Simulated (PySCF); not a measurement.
# CH6B3N3O2: the cost of one run

Computed with PySCF 2.14.0; each step states its level. No surroundings beyond the atoms listed, unless a continuum is named. Atoms count from 0, parts from 1.

### 1 Starting point

15 atoms, charge 0, multiplicity 1; geometry: GFN2-xTB parts, rigid stack. Parts: 1 = atoms 0–11, `B1NBNBN1`, charge 0; 2 = atoms 12–14, `O=C=O`, charge 0.

### 2 Interaction energy: T, height 5, slip 0 Å, twist 0°

The job: settings as JSON, then the geometry in Å.

```
{"job": {"kind": "inter", "xc": "r2SCAN", "basis": "def2-SVPD", "disp": "d4"}, "charge": 0, "multiplicity": 1, "parts": [{"atoms": "0-11", "charge": 0, "multiplicity": 1}, {"atoms": "12-14", "charge": 0, "multiplicity": 1}]}
B      1.253627     0.705467     0.000186
N      1.199930    -0.710429    -0.000027
B     -0.015818    -1.438232    -0.000180
N     -1.215283    -0.683880     0.000231
B     -1.237813     0.732902    -0.000064
N      0.015357     1.394173    -0.000147
H      2.277654     1.281790     0.000872
H      2.067385    -1.224561     0.000376
H     -0.028955    -2.613349    -0.000475
H     -2.094091    -1.178355     0.000365
H     -2.248853     1.331979    -0.000536
H      0.026734     2.402554     0.000418
O      0.000000    -0.000017     3.856349
C     -0.000000     0.000035     5.000015
O     -0.000000    -0.000017     6.143636
```

Method: r2SCAN-D4/def2-SVPD interaction energy, counterpoise and uncorrected, gas phase.

Run with:

```
$ OMP_NUM_THREADS=1 python cluster_run.py task.json out
```

One launch serves the whole session: the jobs run in the order shown.

**Question.** How long does this first job take on 1 thread of Intel Xeon at 2.50GHz, shared host, and how much memory does it need?

About 4.6 min, with a peak of 0.62 GiB.
